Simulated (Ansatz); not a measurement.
# CsLiCr2Te2S3 (P1) in Ansatz: convergence with k mesh

Aim: find how far k mesh must go before the results for CsLiCr2Te2S3 settle, at PBE. This setting moves, with any that are tied to it; all else stays.

Everything below comes from runs of Ansatz 0.2.0. Logs are shortened: lines on timing, memory, paths and dates and some standing lists are left out, and cuts for length are marked.

### Step 1. Starting point

The typed cell holds 9 atoms: a = 6.108 Å, b = 6.358 Å, c = 7.995 Å, α = 101.14°, β = 99.87°, γ = 111.27°.

The cell was built by a generator and needn't be a form met in nature.

### Step 2. With k mesh 2 × 2 × 1

input.yaml

```yaml
crystal:
  lattice:
    - [6.10792, -0.01886, 0.00581]
    - [-2.28822, 5.93151, 0.00333]
    - [-1.38462, -2.19395, 7.5626]
  atoms:
    - { symbol: Cs, position: [0.06348, 0.10178, 0.99394] }
    - { symbol: Li, position: [0.57026, 0.58143, 0.57403] }
    - { symbol: Cr, position: [0.07801, 0.50138, 0.5799], spin: 3.0 }
    - { symbol: Cr, position: [0.43162, 0.02972, 0.53722], spin: 3.0 }
    - { symbol: Te, position: [0.54458, 0.76732, 0.28198] }
    - { symbol: Te, position: [0.01143, 0.65932, 0.29902] }
    - { symbol: S, position: [0.778, 0.37133, 0.70773] }
    - { symbol: S, position: [0.39402, 0.82508, 0.74875] }
    - { symbol: S, position: [0.19605, 0.23009, 0.48646] }
hamiltonian:
  xc: pbe
  pseudopotentials: { kind: paw }
magnetization:
  spin_polarized: true
kpoints:
  mp_grid: { grid: [2, 2, 1] }
scf:
  occupations: { method: fermi_dirac, width: 0.05 }
output:
  forces: true
  stress: true
  eigenvalues: true
```

Potentials or basis: Ansatz PAW.

Launch:

```sh
$ ansatz run input.yaml --threads 8 --pin off --max-ram 20480MiB --backend cpu --events-out ev --progress --plain --runs-dir out
```

The log of the run:

```text
Warning: RAYON_NUM_THREADS=8 ignored (pool sized by the plan → 8); use --threads N
Engine: ansatz 0.2.0, x86_64-unknown-linux-gnu
Pseudopotentials: kind: paw
Pseudopotential: Cs, paw, valence charge 9, recommended cutoff 420 eV (normal), Cs.paw.azcp
Pseudopotential: Li, paw, valence charge 3, recommended cutoff 420 eV (normal), Li.paw.azcp
Pseudopotential: Cr, paw, valence charge 14, recommended cutoff 420 eV (normal), Cr.paw.azcp
Pseudopotential: Te, paw, valence charge 16, recommended cutoff 420 eV (normal), Te.paw.azcp
Pseudopotential: S, paw, valence charge 6, recommended cutoff 420 eV (normal), S.paw.azcp
Functional definition: PBE
  parameter kappa = 0.804
  parameter beta = 0.06672455060314922
  exchange = pbe_x(kappa = kappa, mu = beta*pi^2/3)
  correlation = pbe_c(beta = beta)
Crystal: 9 atoms, lattice volume = 273.782 Å³
Basis set: ecut = 420 eV, 5373 PW (Γ), exchange–correlation on 90×90×108 points (8 copies of the dense FFT grid, shifted against one another)
Bands: 58, of which v1, the nominal top of the filled ones, is band 45 counted from 1 (44 counted from 0)
Symmetry: 1 space group operations
Space group: P1 (ITA 1), of the structure as read, at distance tolerance 6.5e-5 Å
Magnetic group: BNS 1.1 (UNI 1), of the structure as read, at distance tolerance 6.5e-5 Å
k-points: 4
Non-local potential: Cs, projectors of the file, l = 0: 3, l = 1: 2, l = 2: 2, l = 3: 2
Non-local potential: Li, projectors of the file, l = 0: 3, l = 1: 2, l = 2: 1
Non-local potential: Cr, projectors of the file, l = 0: 3, l = 1: 2, l = 2: 3, l = 3: 1
Non-local potential: Te, projectors of the file, l = 0: 2, l = 1: 2, l = 2: 2, l = 3: 2
Non-local potential: S, projectors of the file, l = 0: 2, l = 1: 2, l = 2: 2
PAW form: soft (Blöchl's): semilocal exchange-correlation on the pseudo side does not see the compensation charge
PAW one-centre angular grid: Cs, 194 points (default); XC on 64 Gauss nodes
PAW one-centre angular grid: Li, 110 points (default); XC on 64 Gauss nodes
PAW one-centre angular grid: Cr, 590 points (default); XC on 64 Gauss nodes
PAW one-centre angular grid: Te, 590 points (default); XC on 64 Gauss nodes
PAW one-centre angular grid: S, 110 points (default); XC on 64 Gauss nodes
Initial density: superposition of atomic densities (chi_scale 0.1, normalization cell, long waves kept (reshape's long-wave potential 0.07 eV rms))
[... 39 lines left out ...]
SCF converged after 27 iterations
Magnetization: 5.0002 μB (47.5001 up, 42.4999 down)
Absolute magnetization: 6.5339 μB (∫|ρ↑−ρ↓|, with the PAW one-centre terms)
Spin contamination: 0.4483 ħ² per cell (⟨S²⟩ above its minimum at these occupations)
Per-site moments (μB) at R_I (Å): [(0.001963813532101975, 1.5172407281890739), (0.00023366998377681082, 0.9973889832806614), (2.178785653400524, 0.8887239653739953), (2.5309310808345242, 0.9394883671644868), (-0.1113627554989597, 1.1240916530903957), (-0.14053950167947837, 1.0969100562829306), (-0.05461088046791882, 0.9182454917161204), (-0.06897928089750396, 0.9162811252459451), (-0.07833032851562828, 0.8887239653739953)]
Free energy (F): -29302.535898 eV
Harris-Foulkes:  -29302.535898 eV  (|F-HF|=2.94e-8)
Internal energy: -29302.514026 eV  (E = F + TS)
E sigma→0 (E₀):  -29302.524962 eV
Entropy (-TS):   -0.021872 eV (-2.430 meV/atom)
Fermi energy:    5.383563 eV
--- Per-component energies (eV) ---
  E_band       = -1443.941699
  E_kinetic    = 1527.980877
  E_local      = -10532.108031  (includes V_loc(G=0)·N_el)
  E_nonlocal   = -373.894019
  E_hartree    = 5095.139106
  E_xc         = -1001.219101
  E_vxc        = -962.608363  (∫ρ·V_xc dr)
  E_paw        = -18608.217333  (= ΣΔE_a)
  E_vpaw       = -1293.581996  (= ΣTr[D̂ρ^β])
  E_aug_tail   = 0.000383  (compensation charges beyond the density's cutoff)
  E_ewald      = -5410.195907
  E_smearing   = -0.021872  (= −TS)
  E_closure    = 0.000000  (closes the sum)
  Σ components = -29302.535898   (vs F -29302.535898, Δ=0.00e0)
--- Forces (eV/Å), atoms counted from 1 ---
  atom   1  Cs    -0.04234416    -0.04294427     0.02309618
  atom   2  Li     0.01100816     0.07040076    -0.06848402
  atom   3  Cr    -0.20116763     0.08135773    -0.05316259
  atom   4  Cr     0.08848788    -0.40151578    -0.26019187
  atom   5  Te     0.27543248     0.16668813     0.30230786
  atom   6  Te    -0.15811715    -0.00276280     0.41571737
  atom   7  S      0.13831741     0.03324433    -0.08666039
  atom   8  S     -0.09867146     0.18741826    -0.17834561
  atom   9  S     -0.01296020    -0.09191637    -0.09426154
  max |Σ_I F_I| component: 3.00e-5 eV/Å
--- Stress (GPa, compression-positive) ---
        1.845009       0.100201       0.001140
        0.100201      -0.719537      -0.095243
        0.001141      -0.095243      -0.856235
  P = ⅓ Tr σ = 0.0897 GPa (0.897 kbar)
--- Band table (eV; the first three rows and the last of 8) ---
  k-point 0 ↑: bands = ["-67.6570", "-67.6375", "-40.4433", "-39.0784", "-39.0604", "-39.0267", "-38.9790", "-38.9751", "-38.9527", "-31.2933", "-31.2725", "-31.2654", "-31.2099", "-31.2016", "-30.8048", "-30.7823", "-30.7465", "-30.6380", "-30.6352", "-16.4382", "-7.7995", "-7.1437", "-6.9298", "-6.0067", "-3.9850", "-3.2834", "-3.2722", "-3.2518", "0.1059", "0.6700", "1.0123", "1.0883", "1.3559", "1.5785", "2.0287", "2.1115", "2.5089", "2.5921", "2.8897", "3.2817", "3.5923", "3.6902", "3.9637", "4.1714", "4.4182", "4.6386", "4.8337", "5.1996", "6.0228", "6.2009", "6.5253", "6.8427", "8.1053", "8.2325", "9.1998", "9.8693", "9.9959", "10.4578"]
  k-point 1 ↑: bands = ["-67.6569", "-67.6375", "-40.4434", "-39.0784", "-39.0604", "-39.0263", "-38.9793", "-38.9748", "-38.9531", "-31.2933", "-31.2725", "-31.2654", "-31.2099", "-31.2016", "-30.8048", "-30.7823", "-30.7465", "-30.6380", "-30.6352", "-16.4377", "-7.5629", "-7.3359", "-6.9667", "-6.0908", "-4.0198", "-3.2885", "-3.2676", "-3.2541", "0.2231", "0.8540", "1.1652", "1.3134", "1.4538", "1.5021", "1.7606", "1.9077", "2.1818", "2.6375", "2.8830", "3.2883", "3.5645", "3.8259", "3.9870", "4.3011", "4.3361", "4.8809", "4.9943", "5.6124", "5.7979", "5.9510", "6.1902", "6.9279", "8.0643", "9.0648", "9.4166", "9.8882", "9.9977", "10.3218"]
  k-point 2 ↑: bands = ["-67.6570", "-67.6375", "-40.4434", "-39.0783", "-39.0604", "-39.0262", "-38.9789", "-38.9754", "-38.9530", "-31.2918", "-31.2731", "-31.2652", "-31.2099", "-31.2016", "-30.8063", "-30.7825", "-30.7460", "-30.6380", "-30.6352", "-16.4375", "-7.6069", "-7.1484", "-7.1396", "-5.4903", "-5.0166", "-3.2812", "-3.2768", "-3.2521", "0.3154", "0.9198", "1.2710", "1.3715", "1.4933", "1.7692", "1.9564", "2.1747", "2.3510", "2.6821", "3.1306", "3.3316", "3.4497", "3.8329", "4.1145", "4.2689", "4.5349", "4.7488", "5.0537", "5.3845", "5.6250", "5.9127", "6.0075", "6.3717", "6.9493", "9.2516", "9.6055", "9.7824", "9.9615", "10.3265"]
  k-point 3 ↓: bands = ["-65.0935", "-64.7546", "-40.4430", "-36.6120", "-36.6009", "-36.3186", "-36.2615", "-36.1415", "-36.0822", "-31.3223", "-31.3064", "-31.2951", "-31.2476", "-31.2412", "-30.8354", "-30.8132", "-30.7670", "-30.6602", "-30.6572", "-16.4363", "-7.4978", "-7.4562", "-7.0261", "-5.7164", "-5.1149", "-3.3009", "-3.2759", "-3.2529", "0.8460", "0.9918", "1.5458", "1.7360", "1.9046", "2.2178", "2.2785", "2.5517", "2.7068", "3.0347", "3.2568", "3.6323", "4.0346", "4.6701", "4.9745", "6.1787", "6.5434", "6.7323", "6.7431", "6.9213", "7.1177", "7.3582", "7.6960", "7.7442", "8.1028", "9.5324", "10.0748", "10.1626", "10.3609", "10.5054"]
```

It took 10 s on 8 threads of Intel Xeon at 2.50GHz (Skylake/Cascade Lake), shared host; peak memory 0.95 GiB.

Results:

```
Free energy            : -29302.5359 eV
Pressure               : 0.1 GPa
Largest force          : 0.487 eV/Å
Band gap on the k mesh : none (metal or under the smearing width)
Net moment             : 5.00 μB per cell
Absolute moment        : 6.53 μB per cell
Site moments           : Cs +0.00; Li +0.00; Cr +2.18, +2.53; Te -0.11, -0.14; S -0.05, -0.07, -0.08 μB
```

### Step 3. With k mesh 2 × 2 × 2

Changes to input.yaml since step 2:

```diff
@@ -21,3 +21,3 @@
 kpoints:
-  mp_grid: { grid: [2, 2, 1] }
+  mp_grid: { grid: [2, 2, 2] }
 scf:
```

Potentials or basis: Ansatz PAW.

Launch:

```sh
$ ansatz run input.yaml --threads 8 --pin off --max-ram 20480MiB --backend cpu --events-out ev --progress --plain --runs-dir out
```

Wall time 17 s (8 threads of Intel Xeon at 2.50GHz (Skylake/Cascade Lake), shared host); peak memory 1.1 GiB.

What came out:

* Free energy: -29302.5933 eV
* Pressure: 0.0 GPa
* Largest force: 0.433 eV/Å
* Band gap on the k mesh: none (metal or under the smearing width)
* Net moment: 5.00 μB per cell
* Absolute moment: 6.52 μB per cell
* Site moments: Cs +0.00; Li +0.00; Cr +2.16, +2.55; Te -0.11, -0.14; S -0.05, -0.07, -0.08 μB

### Step 4. With k mesh 3 × 3 × 2

Changes to input.yaml since step 3:

```diff
@@ -21,3 +21,3 @@
 kpoints:
-  mp_grid: { grid: [2, 2, 2] }
+  mp_grid: { grid: [3, 3, 2] }
 scf:
```

Launch:

```sh
$ ansatz run input.yaml --threads 8 --pin off --max-ram 20480MiB --backend cpu --events-out ev --progress --plain --runs-dir out
```

Run time: 25 s. Hardware: 8 threads of Intel Xeon at 2.50GHz (Skylake/Cascade Lake), shared host; peak memory 1.2 GiB.

What came out:

```yaml
Free_energy: -29302.7314 eV
Pressure: 0.1 GPa
Largest_force: 0.229 eV/Å
Net_moment: 5.95 μB per cell
Absolute_moment: 6.68 μB per cell
Site_moments: Cs +0.00; Li +0.00; Cr +2.28, +2.69; Te +0.02, -0.03; S -0.03, -0.06, -0.07 μB
```

### Step 5. With k mesh 4 × 4 × 3

Changes to input.yaml since step 4:

```diff
@@ -21,3 +21,3 @@
 kpoints:
-  mp_grid: { grid: [3, 3, 2] }
+  mp_grid: { grid: [4, 4, 3] }
 scf:
```

Launch:

```sh
$ ansatz run input.yaml --threads 8 --pin off --max-ram 20480MiB --backend cpu --events-out ev --progress --plain --runs-dir out
```

Wall time 56 s (8 threads of Intel Xeon at 2.50GHz (Skylake/Cascade Lake), shared host); peak memory 1.6 GiB.

What came out:

- Free energy: -29302.7774 eV
- Pressure: 0.0 GPa
- Largest force: 0.101 eV/Å
- Band gap on the k mesh: none (metal or under the smearing width)
- Net moment: 5.50 μB per cell
- Absolute moment: 6.49 μB per cell
- Site moments: Cs +0.00; Li +0.00; Cr +2.22, +2.62; Te -0.03, -0.08; S -0.04, -0.06, -0.08 μB

### Step 6. With k mesh 5 × 4 × 3

Changes to input.yaml since step 5:

```diff
@@ -21,3 +21,3 @@
 kpoints:
-  mp_grid: { grid: [4, 4, 3] }
+  mp_grid: { grid: [5, 4, 3] }
 scf:
```

Potentials or basis: Ansatz PAW.

Launch:

```sh
$ ansatz run input.yaml --threads 8 --pin off --max-ram 20480MiB --backend cpu --events-out ev --progress --plain --runs-dir out
```

It took 89 s on 8 threads of Intel Xeon at 2.50GHz (Skylake/Cascade Lake), shared host; peak memory 1.7 GiB.

Results (log left out):

* Free energy: -29302.7268 eV
* Pressure: 0.0 GPa
* Largest force: 0.133 eV/Å
* Band gap on the k mesh: none (metal or under the smearing width)
* Net moment: 5.40 μB per cell
* Absolute moment: 6.48 μB per cell
* Site moments: Cs +0.00; Li +0.00; Cr +2.21, +2.61; Te -0.05, -0.09; S -0.04, -0.06, -0.08 μB

### Step 7. With k mesh 6 × 6 × 4

Changes to input.yaml since step 6:

```diff
@@ -21,3 +21,3 @@
 kpoints:
-  mp_grid: { grid: [5, 4, 3] }
+  mp_grid: { grid: [6, 6, 4] }
 scf:
```

Launch:

```sh
$ ansatz run input.yaml --threads 8 --pin off --max-ram 20480MiB --backend cpu --events-out ev --progress --plain --runs-dir out
```

Run time: 3.5 min. Hardware: 8 threads of Intel Xeon at 2.50GHz (Skylake/Cascade Lake), shared host; peak memory 2.8 GiB.

It converged, with:

```
Free energy            : -29302.7625 eV
Pressure               : 0.0 GPa
Largest force          : 0.008 eV/Å
Band gap on the k mesh : none (metal or under the smearing width)
Net moment             : 5.66 μB per cell
Absolute moment        : 6.54 μB per cell
Site moments           : Cs +0.00; Li +0.00; Cr +2.24, +2.65; Te -0.01, -0.06; S -0.04, -0.06, -0.08 μB
```

### Step 8. With k mesh 7 × 7 × 5

Changes to input.yaml since step 7:

```diff
@@ -21,3 +21,3 @@
 kpoints:
-  mp_grid: { grid: [6, 6, 4] }
+  mp_grid: { grid: [7, 7, 5] }
 scf:
```

Launch:

```sh
$ ansatz run input.yaml --threads 8 --pin off --max-ram 20480MiB --backend cpu --events-out ev --progress --plain --runs-dir out
```

Run time: 5.6 min. Hardware: 8 threads of Intel Xeon at 2.50GHz (Skylake/Cascade Lake), shared host; peak memory 4 GiB.

It converged, with:

| Item | Value |
| --- | --- |
| Free energy | -29302.7540 eV |
| Pressure | 0.0 GPa |
| Largest force | 0.099 eV/Å |
| Band gap on the k mesh | none (metal or under the smearing width) |
| Net moment | 5.44 μB per cell |
| Absolute moment | 6.50 μB per cell |
| Site moments | Cs +0.00; Li +0.00; Cr +2.21, +2.62; Te -0.05, -0.09; S -0.04, -0.06, -0.08 μB |

### Step 9. With k mesh 8 × 8 × 6

Changes to input.yaml since step 8:

```diff
@@ -21,3 +21,3 @@
 kpoints:
-  mp_grid: { grid: [7, 7, 5] }
+  mp_grid: { grid: [8, 8, 6] }
 scf:
```

Potentials or basis: Ansatz PAW.

Launch:

```sh
$ ansatz run input.yaml --threads 8 --pin off --max-ram 20480MiB --backend cpu --events-out ev --progress --plain --runs-dir out
```

Run time: 9.2 min. Hardware: 8 threads of Intel Xeon at 2.50GHz (Skylake/Cascade Lake), shared host; peak memory 5.7 GiB.

Results (log left out):

```yaml
Free_energy: -29302.7476 eV
Pressure: 0.0 GPa
Largest_force: 0.040 eV/Å
Band_gap_on_the_k_mesh: none (metal or under the smearing width)
Net_moment: 5.64 μB per cell
Absolute_moment: 6.53 μB per cell
Site_moments: Cs +0.00; Li +0.00; Cr +2.24, +2.64; Te -0.01, -0.06; S -0.04, -0.06, -0.08 μB
```

### Step 10. Result

```tsv
k mesh	energy less the tightest run, at zero smearing (meV/atom)	pressure (GPa)	largest force (eV/Å)	absolute moment (μB)	SCF cycles	CPU time (s)	peak memory (GiB)
2 × 2 × 1	23.21	0.09	0.487	6.53	27	58	0.95
2 × 2 × 2	16.65	0.04	0.433	6.52	28	100	1.1
3 × 3 × 2	1.35	0.05	0.229	6.68	28	170	1.2
4 × 4 × 3	-3.44	-0.02	0.101	6.49	28	400	1.6
5 × 4 × 3	2.48	-0.03	0.133	6.48	29	560	1.7
6 × 6 × 4	-1.95	0.02	0.008	6.54	27	1400	2.8
7 × 7 × 5	-1.00	-0.03	0.099	6.50	28	2400	4
8 × 8 × 6	0.00	0.01	0.040	6.53	28	3500	5.7
```

Against the tightest run, the energy stays within 1 meV/atom from 7 × 7 × 5 on; the pressure stays within 0.1 GPa from 2 × 2 × 1 on. Not settled before the last step: the largest force (to 0.005 eV/Å), the absolute moment (to 0.02 μB). Meshes of other sizes hit other points, so gaps and Fermi surfaces needn't settle smoothly. The tightest run that finished is the yardstick and may itself not be fully converged.

Caveats: only a ferromagnetic start was run, and an antiferromagnetic order may lie lower in energy.
